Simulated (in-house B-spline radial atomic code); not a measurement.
**Zr¹⁷⁺: starting-point dependence of G0W0 and RPA**

Question: which mean-field start gives which removal energy for Zr¹⁷⁺, before and after G0W0?

The numbers are computed with an in-house B-spline radial atomic code, version 1 (RPA, second order, AC-SOSEX and G0W0 (contour deformation) on a non-relativistic mean field, all electrons; no spin-orbit coupling, Breit or QED terms), except any that are marked as measured or tabulated.

### 1 The atom as given

```
element       : zirconium (Z = 40)
charge        : +17
electrons     : 23
configuration : [Ar] 3d5
Hamiltonian   : non-relativistic, point nucleus
starts        : Hartree-Fock, PBE, TPSS, BLYP, LDA (VWN5)
```

Outer shells as boxes (Hund's rule):

Zr17+
```
[Ar] core
3d [↑ ][↑ ][↑ ][↑ ][↑ ]
```

### 2 The run with the Hartree-Fock start

Settings, as recorded:

```ini
Z = 40
electrons = 23.0
configuration = [Ar] 3d5
hamiltonian = nr
method = hf
lmax = 9
spin_polarised = True
box_radius = 4.58
intervals = 48
```

On the command line:

```console
$ python run_gw.py task.json out
```

The settings of every run stand in task.json; they run in order.

After this run come: The run with the PBE start; The run with the TPSS start; The run with the BLYP start; The run with the LDA (VWN5) start.

What does the calculation give? Wanted: highest level, mean field; highest level, G0W0; RPA correlation energy; RPA+SOSEX.

**Answer**, as computed:

| quantity | value |
| --- | --- |
| highest level, mean field (range over the runs) | -696.94 to -665.99 eV |
| highest level, G0W0 (range over the runs) | -695.50 to -694.81 eV |
| RPA correlation energy | -1.670 to -1.566 hartree |
| RPA+SOSEX | -1.1125 to -1.0468 hartree |
| tabulated theoretical ionisation energy (3d shell) | 690.00 ± 3 eV (NIST Atomic Spectra Database, ionization energies) |
| G0W0 removal energy less that value | +4.81 to +5.50 eV |

**Reading.** Across the starts the mean-field level varies by 31.0 eV and the G0W0 level by 0.68 eV (2.2 % as much). Starts without exact exchange bind the level too weakly, through self-interaction, and G0W0 pulls it down by 29 eV. The RPA energy is largest in size on LDA (VWN5) and smallest on Hartree-Fock, 6.2 % apart; over the runs it loosely follows the gap of the start, as smaller excitation energies give more correlation. The tabulated theoretical ionisation energy is 690.00 ± 3 eV. G0W0 is off by about +4.93 eV (+0.71 %) in every run shown, whatever the start. Relativity is left out, and for this shell its effect can be as large as the miss, so the comparison tests the Hamiltonian as much as the method. Read as a removal energy, the bare PBE level is off by -23.8 eV (-3.5 %) and the nearest bare level, Hartree-Fock's, by +6.94 eV. For so heavy an element the non-relativistic levels are a model, not the real atom's.
